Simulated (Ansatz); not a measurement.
# Cl2FH4NOZr: the cost of one run

Program: Ansatz 0.2.0. Level of theory: RKS B3LYP-D4/def2-SVP. These are calculated values, not measurements.

### Step 1. Starting point

Bond lengths: Zr1–N2 2.560 Å, N2–H3 1.060 Å, N2–H4 1.060 Å, Zr1–F5 1.980 Å, Zr1–Cl6 2.518 Å, Zr1–Cl7 2.518 Å, Zr1–O8 2.370 Å, O8–H9 1.010 Å, Zr1–H10 2.447 Å. Angles (14 of 19 angles, heavy atoms first): N2–Zr1–F5 109.4°, N2–Zr1–Cl6 109.5°, N2–Zr1–Cl7 109.5°, N2–Zr1–O8 71.6°, F5–Zr1–Cl6 109.5°, F5–Zr1–Cl7 109.5°, F5–Zr1–O8 75.6°, Cl6–Zr1–Cl7 109.5°, Cl6–Zr1–O8 64.5°, Cl7–Zr1–O8 173.5°, Zr1–N2–H3 120.0°, Zr1–N2–H4 120.0°, N2–Zr1–H10 35.2°, F5–Zr1–H10 93.3°.

Structure file:

```xyz
10

Zr    0.0000    0.0000    0.0000
N     0.0000    0.0000    2.5600
H    -0.8770   -0.2713    3.0900
H     0.8770    0.2713    3.0900
F     1.8671    0.0000   -0.6593
Cl   -1.1869    2.0563   -0.8392
Cl   -1.1869   -2.0563   -0.8392
O     0.8885    2.0662    0.7473
H     1.6795    1.8943    1.3513
H     0.5575    1.2964    1.9994
```

### Step 2. A restrained relaxation towards end A

Springs on the bonds that form and break draw the guess towards this end; the thresholds are loose.

Input file input.yaml:

```yaml
crystal:
  periodic: [false, false, false]
  atoms:
    - { symbol: Zr, position_ang: [0.0, 0.0, 0.0] }
    - { symbol: "N", position_ang: [0.0, 0.0, 2.56] }
    - { symbol: H, position_ang: [-0.877, -0.2713, 3.09] }
    - { symbol: H, position_ang: [0.877, 0.2713, 3.09] }
    - { symbol: F, position_ang: [1.8671, 0.0, -0.6593] }
    - { symbol: Cl, position_ang: [-1.1869, 2.0563, -0.8392] }
    - { symbol: Cl, position_ang: [-1.1869, -2.0563, -0.8392] }
    - { symbol: O, position_ang: [0.8885, 2.0662, 0.7473] }
    - { symbol: H, position_ang: [1.6795, 1.8943, 1.3513] }
    - { symbol: H, position_ang: [0.5575, 1.2964, 1.9994] }
basis:
  gaussian: { orbitals: def2-SVP }
hamiltonian:
  xc: b3lyp
  dispersion: d4
relax:
  f_tol: 0.15
  max_steps: 25
  restrain:
    - { distance: [0, 7], at: 3.27, k: 30.0 }
    - { distance: [9, 1], at: 2.26, k: 30.0 }
    - { distance: [0, 1], at: 2.21, k: 30.0 }
    - { distance: [9, 7], at: 1.01, k: 30.0 }
```

Launch:

```sh
$ ansatz run input.yaml --threads 4 --pin off --max-ram 5120MiB --backend cpu --events-out ev --progress --plain --runs-dir out
```

Q: Estimate wall time and peak memory on 4 threads of Arm Neoverse V1, shared host.

About 45 s, with a peak of 0.35 GiB.
